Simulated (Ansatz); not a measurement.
# CH₆OSi₂: small, medium and large basis sets

One table from this session's results is given with a row withheld; the runs are named, their logs left out.

Computed with Ansatz 0.2.0, Gaussian basis. Level: one geometry, several basis sets.

Plan: PBE0-D4/def2-SVP; ωB97M-V/def2-SVP; PBE0-D4/def2-QZVPP; ωB97M-V/def2-QZVPP; the functionals' def2-TZVPP values are taken from earlier runs.

### Structure used throughout

The geometry comes from an earlier relaxation with PBE0-D4 in a triple-zeta def2 set; it is a stationary point, not always the lowest conformer.

SMILES `C1[SiH2]O[SiH2]1`, 10 atoms, charge 0, spin multiplicity 1.

Atoms are counted from 1 here; the program's logs count them from 0.

Bond lengths: C1–Si2 1.887 Å, C1–Si4 1.887 Å, C1–H5 1.090 Å, C1–H6 1.090 Å, Si2–O3 1.676 Å, Si2–H7 1.485 Å, Si2–H8 1.485 Å, O3–Si4 1.676 Å, Si4–H9 1.485 Å, Si4–H10 1.485 Å. Angles: Si2–C1–Si4 82.3°, Si2–C1–H5 115.8°, Si2–C1–H6 115.8°, Si4–C1–H5 115.8°, Si4–C1–H6 115.8°, H5–C1–H6 109.5°, C1–Si2–O3 91.1°, C1–Si2–H7 115.9°, C1–Si2–H8 115.9°, O3–Si2–H7 111.8°, O3–Si2–H8 111.8°, H7–Si2–H8 109.3°, Si2–O3–Si4 95.6°, C1–Si4–O3 91.1°, C1–Si4–H9 115.9°, C1–Si4–H10 115.9°, O3–Si4–H9 111.8°, O3–Si4–H10 111.8° and more.

Set-up of the first run:

Input file in.yaml:

```yaml
crystal:
  periodic: [false, false, false]
  atoms:
    - {symbol: C, position_ang: [-0.825089, 0.578469, -0.148615]}
    - {symbol: Si, position_ang: [-0.384175, -1.245074, 0.050269]}
    - {symbol: O, position_ang: [1.239294, -0.867138, 0.220394]}
    - {symbol: Si, position_ang: [1.037636, 0.788865, 0.064133]}
    - {symbol: H, position_ang: [-1.226295, 0.865554, -1.120656]}
    - {symbol: H, position_ang: [-1.443328, 1.005263, 0.641244]}
    - {symbol: H, position_ang: [-0.925181, -1.914077, 1.260957]}
    - {symbol: H, position_ang: [-0.629748, -2.104050, -1.136272]}
    - {symbol: H, position_ang: [1.472319, 1.515619, 1.284338]}
    - {symbol: H, position_ang: [1.767567, 1.325369, -1.112893]}
basis:
  gaussian: {orbitals: def2-SVP}
hamiltonian: {xc: pbe0, dispersion: d4}
output: {orbitals: {seedname: orbitals}}
```

Started as:

```
$ ansatz run in.yaml --threads 2 --pin off --events-out ev --progress --plain --max-ram 4352MiB
```

Steps of the session up to this table: PBE0-D4 in def2-SVP; ωB97M-V in def2-SVP; PBE0-D4 in def2-QZVPP; ωB97M-V in def2-QZVPP.

One of the session's tables, all rows but one given; the rest of the session is left out.

```
functional       basis  HOMO (eV)  LUMO (eV)
   PBE0-D4    def2-SVP      -8.30      -0.04
   PBE0-D4  def2-TZVPP      -8.27      -0.44
   PBE0-D4  def2-QZVPP          ?          ?
   ωB97M-V    def2-SVP     -10.45       1.86
   ωB97M-V  def2-TZVPP     -10.45       1.23
   ωB97M-V  def2-QZVPP     -10.45       0.97
```

Estimate the missing values for PBE0-D4, def2-QZVPP.

**Answer.** HOMO (eV): -8.28; LUMO (eV): -0.55. In the column «HOMO (eV)» it lies between PBE0-D4, def2-SVP (-8.30) and PBE0-D4, def2-TZVPP (-8.27).
